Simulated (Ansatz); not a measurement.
# CH5FOSi: two geometries relaxed, part 2 of 2

Are the two ends of the reaction (1,2-elimination) separate minima, and which lies lower? Each is relaxed from a guess. Meant to form: H4–F2; to break: Si1–F2, H4–O3. The start is a guess near the saddle point, from which both ends are pulled out.

Ansatz 0.2.0; RKS PBE/def2-SVP. The steps go on from the part before.

## (4) Pulling towards end B

Springs on the bonds that form and break draw the guess towards this end; the thresholds are loose.

input.yaml

```yaml
crystal:
  periodic: [false, false, false]
  atoms:
    - { symbol: Si, position_ang: [-0.6013, -0.341, -0.2067] }
    - { symbol: F, position_ang: [-0.255, 0.7534, -1.8458] }
    - { symbol: O, position_ang: [-0.1997, -1.4305, -1.257] }
    - { symbol: H, position_ang: [-0.0842, -0.4254, -2.0337] }
    - { symbol: H, position_ang: [-1.9871, 0.0056, 0.0405] }
    - { symbol: C, position_ang: [0.5946, 0.2634, 1.12] }
    - { symbol: H, position_ang: [0.2362, 0.0289, 2.1182] }
    - { symbol: H, position_ang: [1.5728, -0.1949, 1.0006] }
    - { symbol: H, position_ang: [0.7236, 1.3404, 1.0638] }
basis:
  gaussian: { orbitals: def2-SVP }
hamiltonian:
  xc: pbe
relax:
  f_tol: 0.15
  max_steps: 25
  restrain:
    - { distance: [3, 1], at: 0.88, k: 30.0 }
    - { distance: [0, 1], at: 2.98, k: 30.0 }
    - { distance: [3, 2], at: 2.27, k: 30.0 }
```

On the command line:

```sh
$ ansatz run input.yaml --threads 2 --pin off --max-ram 3072MiB --backend cpu --events-out ev --progress --plain --runs-dir out
```

The program printed:

```text
Warning: RAYON_NUM_THREADS=2 ignored (pool sized by the plan → 2); use --threads N
The last accepted step is kept in <dir> (removed where the run ends without a failure and the disk answers)
Engine: ansatz 0.2.0, x86_64-unknown-linux-gnu
Functional definition: PBE
  parameter kappa = 0.804
  parameter beta = 0.06672455060314922
  exchange = pbe_x(kappa = kappa, mu = beta*pi^2/3)
  correlation = pbe_c(beta = beta)
935 factors; their error is unknown
mean field evaluation 1: about -13731.2417 eV, gradient 7.8e1 eV
mean field evaluation 2: about -13671.6766 eV, gradient 1.7e2 eV
mean field evaluation 4: about -13742.9468 eV, gradient 1.5e1 eV
mean field evaluation 8: about -13743.3682 eV, gradient 7.6e-2 eV
mean field evaluation 16: about -13743.3099 eV, gradient 3.9e-5 eV
mean field -13743.30993824 eV, -505.0573246802 hartree, gradient 3.9e-5 eV, S^2 0.000000; 0 other end points of the search recorded, 0 dependent functions left out
the calculation of the forces begins
reference -13743.30997009 eV, -505.0573258506 hartree; 21, 21 occupied and 64, 64 virtual orbitals, 935 factors
relax step   1: F+E_penalty+E_count = -13743.30993824 eV  Δ(F+E_penalty+E_count) = +0.000e0 eV  max|allowed force component| = 2.442e0 eV/Å  E_restraint = 30.80339360 eV  max|allowed force component, restraints' pulls added| = 3.194e1 eV/Å  Δτ_max = 0.0000 Å  (26 SCF iters, accepted)
  distance H 3 - F 1 = 1.2058 Å
  distance Si 0 - F 1 = 2.0011 Å
  distance H 3 - O 2 = 1.2755 Å
these checks for a lower state are left out or cut short: starts, cluster_reference, orbital_swaps, neighbouring_geometries, increment
935 factors; their error is unknown
mean field -13742.86723465 eV, -505.0410556236 hartree, gradient 1.4e-5 eV, S^2 0.000000; 0 other end points of the search recorded, 0 dependent functions left out
the calculation of the forces begins
reference -13742.86726659 eV, -505.0410567971 hartree; 21, 21 occupied and 64, 64 virtual orbitals, 935 factors
relax step   2: F+E_penalty+E_count = -13742.86723465 eV  Δ(F+E_penalty+E_count) = +4.427e-1 eV  max|allowed force component| = 2.304e0 eV/Å  E_restraint = 12.57618680 eV  max|allowed force component, restraints' pulls added| = 2.296e1 eV/Å  Δτ_max = 0.1938 Å  (34 SCF iters, accepted)
  distance H 3 - F 1 = 1.0910 Å
  distance Si 0 - F 1 = 2.3506 Å
  distance H 3 - O 2 = 1.6393 Å
these checks for a lower state are left out or cut short: starts, cluster_reference, orbital_swaps, neighbouring_geometries, increment
935 factors; their error is unknown
mean field evaluation 32: about -13742.7252 eV, gradient 2.1e-5 eV
mean field -13742.72522203 eV, -505.0358367559 hartree, gradient 2.1e-5 eV, S^2 0.000000; 0 other end points of the search recorded, 0 dependent functions left out
the calculation of the forces begins
reference -13742.72525372 eV, -505.0358379206 hartree; 21, 21 occupied and 64, 64 virtual orbitals, 935 factors
relax step   3: F+E_penalty+E_count = -13742.72522203 eV  Δ(F+E_penalty+E_count) = +1.420e-1 eV  max|allowed force component| = 2.328e0 eV/Å  E_restraint = 3.14019925 eV  max|allowed force component, restraints' pulls added| = 8.337e0 eV/Å  Δτ_max = 0.1950 Å  (35 SCF iters, accepted)
  distance H 3 - F 1 = 0.9359 Å
  distance Si 0 - F 1 = 2.6377 Å
  distance H 3 - O 2 = 1.9715 Å
these checks for a lower state are left out or cut short: starts, cluster_reference, orbital_swaps, neighbouring_geometries, increment
935 factors; their error is unknown
mean field -13742.57948791 eV, -505.0304811257 hartree, gradient 2.5e-5 eV, S^2 0.000000; 0 other end points of the search recorded, 0 dependent functions left out
the calculation of the forces begins
reference -13742.57951984 eV, -505.0304822992 hartree; 21, 21 occupied and 64, 64 virtual orbitals, 935 factors
relax step   4: F+E_penalty+E_count = -13742.57948791 eV  Δ(F+E_penalty+E_count) = +1.457e-1 eV  max|allowed force component| = 2.318e0 eV/Å  E_restraint = 0.06487034 eV  max|allowed force component, restraints' pulls added| = 2.007e0 eV/Å  Δτ_max = 0.1945 Å  (29 SCF iters, accepted)
  distance H 3 - F 1 = 0.9079 Å
  distance Si 0 - F 1 = 2.9241 Å
  distance H 3 - O 2 = 2.2494 Å
these checks for a lower state are left out or cut short: starts, cluster_reference, orbital_swaps, neighbouring_geometries, increment
935 factors; their error is unknown
mean field -13742.69651676 eV, -505.0347818567 hartree, gradient 7.7e-6 eV, S^2 0.000000; 0 other end points of the search recorded, 0 dependent functions left out
the calculation of the forces begins
reference -13742.69654946 eV, -505.0347830583 hartree; 21, 21 occupied and 64, 64 virtual orbitals, 935 factors
relax step   5: F+E_penalty+E_count = -13742.69651676 eV  Δ(F+E_penalty+E_count) = -1.170e-1 eV  max|allowed force component| = 1.242e0 eV/Å  E_restraint = 0.03202882 eV  max|allowed force component, restraints' pulls added| = 8.479e-1 eV/Å  Δτ_max = 0.1954 Å  (29 SCF iters, accepted)
  distance H 3 - F 1 = 0.9248 Å
  distance Si 0 - F 1 = 2.9722 Å
  distance H 3 - O 2 = 2.2785 Å
these checks for a lower state are left out or cut short: starts, cluster_reference, orbital_swaps, neighbouring_geometries, increment
935 factors; their error is unknown
mean field -13742.66467779 eV, -505.0336117962 hartree, gradient 2.4e-5 eV, S^2 0.000000; 0 other end points of the search recorded, 0 dependent functions left out
the calculation of the forces begins
reference -13742.66471056 eV, -505.0336130004 hartree; 21, 21 occupied and 64, 64 virtual orbitals, 935 factors
relax step   6: F+E_penalty+E_count = -13742.66467779 eV  Δ(F+E_penalty+E_count) = +3.184e-2 eV  max|allowed force component| = 1.064e0 eV/Å  E_restraint = 0.07913825 eV  max|allowed force component, restraints' pulls added| = 2.432e0 eV/Å  Δτ_max = 0.1931 Å  (33 SCF iters, rejected (line search))
  distance H 3 - F 1 = 0.9491 Å
  distance Si 0 - F 1 = 2.9888 Å
  distance H 3 - O 2 = 2.2906 Å
these checks for a lower state are left out or cut short: starts, cluster_reference, orbital_swaps, neighbouring_geometries, increment
935 factors; their error is unknown
mean field -13742.71346930 eV, -505.0354048510 hartree, gradient 4.1e-6 eV, S^2 0.000000; 0 other end points of the search recorded, 0 dependent functions left out
the calculation of the forces begins
reference -13742.71350154 eV, -505.0354060360 hartree; 21, 21 occupied and 64, 64 virtual orbitals, 935 factors
relax step   7: F+E_penalty+E_count = -13742.71346930 eV  Δ(F+E_penalty+E_count) = -1.695e-2 eV  max|allowed force component| = 1.389e0 eV/Å  E_restraint = 0.02855640 eV  max|allowed force component, restraints' pulls added| = 2.365e-1 eV/Å  Δτ_max = 0.0965 Å  (29 SCF iters, accepted)
  distance H 3 - F 1 = 0.9214 Å
  distance Si 0 - F 1 = 2.9727 Å
  distance H 3 - O 2 = 2.2584 Å
these checks for a lower state are left out or cut short: starts, cluster_reference, orbital_swaps, neighbouring_geometries, increment
935 factors; their error is unknown
mean field evaluation 64: about -13742.7159 eV, gradient 1.2e-1 eV
mean field -13742.71590460 eV, -505.0354943465 hartree, gradient 2.5e-5 eV, S^2 0.000000; 0 other end points of the search recorded, 0 dependent functions left out
the calculation of the forces begins
reference -13742.71593695 eV, -505.0354955354 hartree; 21, 21 occupied and 64, 64 virtual orbitals, 935 factors
relax step   8: F+E_penalty+E_count = -13742.71590460 eV  Δ(F+E_penalty+E_count) = -2.435e-3 eV  max|allowed force component| = 1.402e0 eV/Å  E_restraint = 0.02704001 eV  max|allowed force component, restraints' pulls added| = 7.816e-2 eV/Å  Δτ_max = 0.0396 Å  (28 SCF iters, accepted)
  distance H 3 - F 1 = 0.9211 Å
  distance Si 0 - F 1 = 2.9728 Å
  distance H 3 - O 2 = 2.2624 Å
935 factors; their error is unknown
mean field -13742.71590460 eV, -505.0354943465 hartree, gradient 2.5e-5 eV, S^2 0.000000; 1 other end points of the search recorded, 0 dependent functions left out
the calculation of the forces begins
reference -13742.71593695 eV, -505.0354955354 hartree; 21, 21 occupied and 64, 64 virtual orbitals, 935 factors
Total energy: -13742.71593695 eV, -505.0354955354 hartree
Atom 0 at    -0.623431    -0.571940     0.055689 Å, force     0.101589     0.094626    -0.186424 eV/Å
Atom 1 at    -0.096355     0.923087    -2.459164 Å, force    -0.089743     1.127605     0.310861 eV/Å
Atom 2 at    -0.297530    -1.648841    -1.024456 Å, force     0.008865     0.161096    -0.150384 eV/Å
Atom 3 at    -0.067581     0.006793    -2.549098 Å, force     0.025629    -1.402297     0.038098 eV/Å
Atom 4 at    -2.026025    -0.075581     0.290872 Å, force     0.014263     0.008430     0.002808 eV/Å
Atom 5 at     0.597091     0.207444     1.233297 Å, force     0.041603    -0.056959     0.073059 eV/Å
Atom 6 at     0.255601     0.087283     2.282616 Å, force    -0.051968     0.004145     0.009694 eV/Å
Atom 7 at     1.612769    -0.225633     1.138536 Å, force    -0.063290     0.009089    -0.078161 eV/Å
Atom 8 at     0.645361     1.297288     1.031608 Å, force     0.013053     0.054265    -0.019550 eV/Å
Dipole moment:     0.030918     0.255417     0.584552 e Å
```

It took 9 s on 2 threads of Intel Xeon Platinum 8375C at 2.90GHz (Ice Lake), shared host; peak memory 0.16 GiB.

Relaxation path:

```
step  energy from step 1 (eV)  largest force component (eV/Å)
   1                   0.0000                          2.4418
   2                   0.4427                          2.3042
   3                   0.5847                          2.3283
   4                   0.7305                          2.3180
   5                   0.6134                          1.2423
  6x                   0.6453                          1.0643
   7                   0.5965                          1.3894
   8                   0.5940                          1.4023
```

Step 1 is the start. 1 step was tried and not accepted (marked x). Energies and forces in the table leave out the springs, which the log lists apart; the run stops on the force with the springs' pull added.

After: Bond lengths: Si1–O3 1.560 Å, F2–H4 0.921 Å, Si1–H5 1.506 Å, Si1–C6 1.867 Å, C6–H7 1.110 Å, C6–H8 1.108 Å, C6–H9 1.109 Å. Angles: O3–Si1–H5 122.0°, O3–Si1–C6 126.1°, H5–Si1–C6 111.9°, Si1–C6–H7 110.5°, Si1–C6–H8 112.5°, Si1–C6–H9 108.9°, H7–C6–H8 108.7°, H7–C6–H9 107.0°, H8–C6–H9 109.2°.

Pairs that crossed the distance rule for bonds on the way: came closer F2–H4; moved apart Si1–F2.

## (5) End point B

It starts where the restrained run ended.

input.yaml

```yaml
crystal:
  periodic: [false, false, false]
  atoms:
    - { symbol: Si, position_ang: [-0.623431, -0.57194, 0.055689] }
    - { symbol: F, position_ang: [-0.096355, 0.923087, -2.459164] }
    - { symbol: O, position_ang: [-0.29753, -1.648841, -1.024456] }
    - { symbol: H, position_ang: [-0.067581, 0.006793, -2.549098] }
    - { symbol: H, position_ang: [-2.026025, -0.075581, 0.290872] }
    - { symbol: C, position_ang: [0.597091, 0.207444, 1.233297] }
    - { symbol: H, position_ang: [0.255601, 0.087283, 2.282616] }
    - { symbol: H, position_ang: [1.612769, -0.225633, 1.138536] }
    - { symbol: H, position_ang: [0.645361, 1.297288, 1.031608] }
basis:
  gaussian: { orbitals: def2-SVP }
hamiltonian:
  xc: pbe
relax:
  f_tol: 0.03
  max_steps: 50
```

On the command line:

```sh
$ ansatz run input.yaml --threads 2 --pin off --max-ram 3072MiB --backend cpu --events-out ev --progress --plain --runs-dir out
```

The program printed, cut to the lines that bear on the results:

```text
Warning: RAYON_NUM_THREADS=2 ignored (pool sized by the plan → 2); use --threads N
[...]
Functional definition: PBE
[...]
935 factors; their error is unknown
[...]
mean field -13742.71590343 eV, -505.0354943035 hartree, gradient 5.8e-5 eV, S^2 0.000000; 0 other end points of the search recorded, 0 dependent functions left out
[...]
reference -13742.71593578 eV, -505.0354954923 hartree; 21, 21 occupied and 64, 64 virtual orbitals, 935 factors
relax step   1: F+E_penalty+E_count = -13742.71590343 eV  Δ(F+E_penalty+E_count) = +0.000e0 eV  max|allowed force component| = 1.402e0 eV/Å  Δτ_max = 0.0000 Å  (26 SCF iters, accepted)
[...]
relax step   6: F+E_penalty+E_count = -13743.63116956 eV  Δ(F+E_penalty+E_count) = -3.785e-1 eV  max|allowed force component| = 2.582e0 eV/Å  Δτ_max = 0.1319 Å  (33 SCF iters, accepted)
[...]
Total energy: -13745.63301896 eV, -505.1426963222 hartree
Atom 0 at    -0.447535     0.102306    -0.453872 Å, force    -0.000702    -0.002846    -0.008671 eV/Å
Atom 1 at    -0.144627     1.341431    -1.490777 Å, force    -0.002310    -0.001473     0.000414 eV/Å
Atom 2 at    -0.001954    -1.341165    -1.166994 Å, force    -0.004284     0.003821     0.000104 eV/Å
Atom 3 at    -0.524898    -1.609689    -1.942028 Å, force     0.001505    -0.000466     0.002184 eV/Å
Atom 4 at    -1.927183     0.155053    -0.196934 Å, force     0.002647     0.002568    -0.000169 eV/Å
Atom 5 at     0.595059     0.306961     1.072897 Å, force     0.005651    -0.004973     0.007891 eV/Å
Atom 6 at     0.352186    -0.472291     1.823362 Å, force     0.001541     0.001793    -0.002099 eV/Å
Atom 7 at     1.670448     0.217220     0.818272 Å, force    -0.000026     0.000978     0.000714 eV/Å
Atom 8 at     0.428405     1.300074     1.535974 Å, force    -0.004022     0.000597    -0.000367 eV/Å
Dipole moment:    -0.134499    -0.178392     0.093631 e Å
```

It took 22 s on 2 threads of Intel Xeon Platinum 8375C at 2.90GHz (Ice Lake), shared host; peak memory 0.16 GiB.

Step by step:

```
step  energy from step 1 (eV)  largest force component (eV/Å)
   1                   0.0000                          1.4023
   2                  -0.1477                          0.9335
   3                  -0.2548                          0.5023
   4                  -0.3514                          0.7546
   5                  -0.5368                          1.2999
   6                  -0.9153                          2.5821
   7                  -1.6389                          2.8573
   8                  -2.2465                          3.7226
   9                  -2.6520                          0.8518
  10                  -2.7555                          1.5247
 11x                  -2.7211                          1.7570
  12                  -2.7763                          1.8489
  13                  -2.8458                          0.2794
  14                  -2.8738                          0.2778
  15                  -2.9013                          0.2705
  16                  -2.9131                          0.0999
  17                  -2.9136                          0.1667
  18                  -2.9160                          0.0625
  19                  -2.9167                          0.1055
  20                  -2.9171                          0.0087
```

Step 1 is the start. 1 step was tried and not accepted (marked x).

After: Bond lengths: Si1–F2 1.644 Å, Si1–O3 1.671 Å, O3–H4 0.973 Å, Si1–H5 1.503 Å, Si1–C6 1.860 Å, C6–H7 1.109 Å, C6–H8 1.109 Å, C6–H9 1.108 Å. Angles: F2–Si1–O3 109.4°, F2–Si1–H5 105.2°, F2–Si1–C6 109.4°, O3–Si1–H5 111.5°, O3–Si1–C6 107.2°, H5–Si1–C6 114.1°, Si1–O3–H4 115.8°, Si1–C6–H7 110.8°, Si1–C6–H8 110.3°, Si1–C6–H9 110.9°, H7–C6–H8 108.1°, H7–C6–H9 108.3°, H8–C6–H9 108.3°.

Pairs that crossed the distance rule for bonds on the way: came closer Si1–F2, O3–H4; moved apart F2–H4.

## (6) Summary of results

What follows sums up all 2 parts.

```
                           quantity                     value
                              end A   9 moves, 0.180 eV lower
                              end B  18 moves, 2.917 eV lower
largest difference between the ends                    0.03 Å
            end B relative to end A                 +0.000 eV
```

The two relaxations end at one structure, within 0.03 Å: no second minimum was found from this start, which doesn't rule one out.
